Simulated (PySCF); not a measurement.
The system is CBOFH4, in a box.

```
C B O F H
1.0
    12.00000    0.00000    0.00000
     0.00000   13.00000    0.00000
     0.00000    0.00000   12.00000
C B O F H
1 1 1 1 4
Direct
  0.46325 0.58465 0.48870
  0.52160 0.47979 0.51220
  0.49030 0.41790 0.59728
  0.60585 0.44844 0.44690
  0.42902 0.58559 0.40419
  0.39631 0.60092 0.54747
  0.52394 0.64738 0.49227
  0.53380 0.35585 0.60147
```

Base run:

```yaml
Program: PySCF 2.14.0
Functional: X3LYP
Dispersion: D3(BJ)
Potentials_or_basis: pob-tzvp-rev2 (all-electron)
k_mesh: 1 × 1 × 1
Occupations: fixed
Spin: no spin polarisation
```

Its results: gap between the frontier levels 11.02 eV.

Q: After a change of settings the same cell gave: gap between the frontier levels 8.58 eV. Which change was it?
A. functional from X3LYP to MN15-L; dispersion from D3(BJ) to none
B. functional from X3LYP to PBEsol0; dispersion from D3(BJ) to none
C. functional from X3LYP to RPBE; dispersion from D3(BJ) to D3

A: C.

Caveats: this is a molecule in a periodic box at the Γ point, so its band gap is the HOMO-LUMO gap; the basis of atomic orbitals isn't converged, which shifts pressures, moduli and gaps.

Runs at the PBE level aren't shown here.
